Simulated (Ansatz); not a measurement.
# Cd3SeS2: the cost of one run

Program: Ansatz 0.2.0. Level of theory: DFT PBE, scalar-relativistic, plane waves, PAW. These are calculated values, not measurements.

### Step 1. The starting structure

Symmetry: P4/mmm, No. 123, tetragonal system. The conventional cell has a = 3.829 Å, b = 3.829 Å, c = 12.124 Å, α = 90.00°, β = 90.00°, γ = 90.00°. Cd (site symmetry 4mm) is surrounded by 4 S at 3.29 Å and 4 Se at 3.47 Å. Cd (site symmetry 4/mmm) is surrounded by 8 S at 3.38 Å and 6 Cd at 3.83 to 3.90 Å. Around Se (site symmetry 4/mmm) lie 8 Cd at 3.47 Å. S (site symmetry 4mm) has 8 Cd at 3.29 to 3.38 Å in its first shell of neighbours.

Coordinates:

```
Cd Se S
1.0
     3.82872    0.00000    0.00000
     0.00000    3.82872    0.00000
     0.00000    0.00000   12.12368
Cd Se S
3 1 2
Direct
  0.50000 0.50000 0.17872
  0.50000 0.50000 0.50000
  0.50000 0.50000 0.82128
  0.00000 0.00000 0.00000
  0.00000 0.00000 0.33344
  0.00000 0.00000 0.66656
```

The cell is invented: species swapped into a database cell of Pr3MgAl2 (P4/mmm, No. 123), with Cd on the Pr sites, Se on the Mg sites and S on the Al sites. Its size is a rough estimate.

### Step 2. A first look at the guess

The input, input.yaml:

```yaml
crystal:
  lattice:
    - [3.82871658, 0.0, 0.0]
    - [0.0, 3.82871658, 0.0]
    - [0.0, 0.0, 12.12368351]
  atoms:
    - { symbol: Cd, position: [0.5, 0.5, 0.17872] }
    - { symbol: Cd, position: [0.5, 0.5, 0.5] }
    - { symbol: Cd, position: [0.5, 0.5, 0.82128] }
    - { symbol: Se, position: [0.0, 0.0, 0.0] }
    - { symbol: S, position: [0.0, 0.0, 0.333442] }
    - { symbol: S, position: [0.0, 0.0, 0.666558] }
basis:
  ecutwfc: 420
kpoints:
  mp_grid: { grid: [4, 4, 2] }
hamiltonian:
  xc: pbe
scf:
  occupations: { method: gaussian, width: 0.1 }
  lower_state_search: "off"
output:
  forces: true
  stress: true
  eigenvalues: true
```

Started as:

```sh
$ ansatz run input.yaml --threads 1 --pin off --max-ram 2560MiB --backend cpu --events-out ev --progress --plain --runs-dir out
```

**Question.** How long does this run take on 1 thread of Intel Xeon at 2.70GHz, shared host, and how much memory does it need?

About 5.3 s, with a peak of 0.47 GiB.
